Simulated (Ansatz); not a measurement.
**GaAs+ (quartet): the correlation ladder at distance Ga1–As2 = 4.338 Å, cc-pVDZ**

Aim: climb from Hartree-Fock through coupled cluster and multireference methods for GaAs+ (quartet) at one geometry and basis, and see what each rung misses.

Method: cc-pVDZ, core rule «outside noble gas», up to 28 orbitals frozen; program: Ansatz 0.2.0, Gaussian basis.

The runs, in order: UHF; CCSD(T) on ROHF; CCSD(T) on UHF; BCCD(T) on ROHF; CISD as a restricted active space (open shells left free, so some higher excitations enter); CCSDT(Q) on ROHF; CCSDT(Q) on UHF; CASSCF and MRCISD+Q, 5 electrons in 5 orbitals; CASSCF and NEVPT2, 5 electrons in 5 orbitals; CASSCF and MRCISD+Q, 7 electrons in 8 orbitals; CASSCF and NEVPT2, 7 electrons in 8 orbitals; Full CI.

18 further runs of the same task are left out: 1 for a known fault of the program, 15 that didn't finish, 2 set aside as unsound or not needed. Runs told in other sessions of the task aren't counted.

## (1) The system

The geometry derives from a PBE0/def2-TZVP stationary point (not a proven minimum). One bond is set to the value named and the two fragments are kept rigid. No spin-orbit coupling is included. The filled d shell of Ga, As may be among the frozen orbitals whatever the setting's name suggests.

2 atoms, charge 1, spin multiplicity 4.

Atoms are counted from 1 here; the program's logs count them from 0.

No contacts short enough for the rule that draws bonds.

## (2) UHF

in.yaml

```yaml
crystal:
  periodic: [false, false, false]
  atoms:
    - {symbol: Ga, position_ang: [0.000000, 0.000000, 0.000000]}
    - {symbol: As, position_ang: [0.000000, 0.000000, 4.338000]}
basis:
  gaussian: {orbitals: cc-pVDZ}
total_charge: 1
magnetization: {spin_polarized: true, initial_magnetization: 3}
hamiltonian: {xc: hf}
output: {orbitals: {seedname: orbitals}}
```

On the command line:

```
ansatz run in.yaml --threads 1 --pin off --events-out ev --progress --plain --max-ram 2393MiB
```

After this run come: CCSD(T) on ROHF; CCSD(T) on UHF; BCCD(T) on ROHF; CISD as a restricted active space (open shells left free, so some higher excitations enter); CCSDT(Q) on ROHF; CCSDT(Q) on UHF; CASSCF and MRCISD+Q, 5 electrons in 5 orbitals; CASSCF and NEVPT2, 5 electrons in 5 orbitals; CASSCF and MRCISD+Q, 7 electrons in 8 orbitals; CASSCF and NEVPT2, 7 electrons in 8 orbitals; Full CI.

Q: Predict the results of all the runs planned. Wanted: FCI from the RHF energy; RMP2 from FCI; UMP2 from FCI; RCCSD from FCI; RCCSD(T) from FCI; UCCSD(T) from FCI; RCCSDT(Q) from FCI; UCCSDT(Q) from FCI; NEVPT2 pair from FCI.

**Answer**, as computed:

| quantity | value |
| --- | --- |
| FCI from the ROHF energy | -2.9351 eV |
| RMP2 from FCI | +770.9 meV |
| UMP2 from FCI | +756.3 meV |
| RCCSD from FCI | +32.2 meV |
| RCCSD(T) from FCI | +8.5 meV |
| UCCSD(T) from FCI | -7.6 meV |
| RCCSDT(Q) from FCI | +0.5 meV |
| UCCSDT(Q) from FCI | -15.6 meV |
| NEVPT2 pair from FCI | +730.6 meV |
| MRCISD+Q pair from FCI | -43.7 meV |
| NEVPT2 valence from FCI | +435.7 meV |
| levels within 1 kcal/mol (43 meV) | RCCSD, UCCSD, RCCSD(T), UCCSD(T), BCCD(T), RCCSDT, UCCSDT, RCCSDT(Q), UCCSDT(Q), MRCISD+Q valence |
| T1 diagnostic | 0.006 |
| effectively unpaired electrons | 3.06 |

In words: RCCSD(T) misses by +8.5 meV, 0.3 % of the correlation energy. UCCSD(T), UCCSDT, UCCSDT(Q), MRCISD+Q pair, MRCISD+Q valence fall below full CI: unrestricted runs freeze a spin-polarised core, another one than full CI's, and coupled cluster isn't variational. One determinant dominates. Of the multireference levels listed MRCISD+Q valence comes nearest in total energy (-41.4 meV), which doesn't show that its space is the better one. These misses are within one basis, not against nature; the frozen cores of restricted and unrestricted runs differ, which can shift their rows.

Levels on UHF freeze UHF's core orbitals, full CI those of ROHF, so the U rows can settle a little off it for that reason alone.

With open shells the CI space here admits some higher excitations, so it is larger than plain CISD.
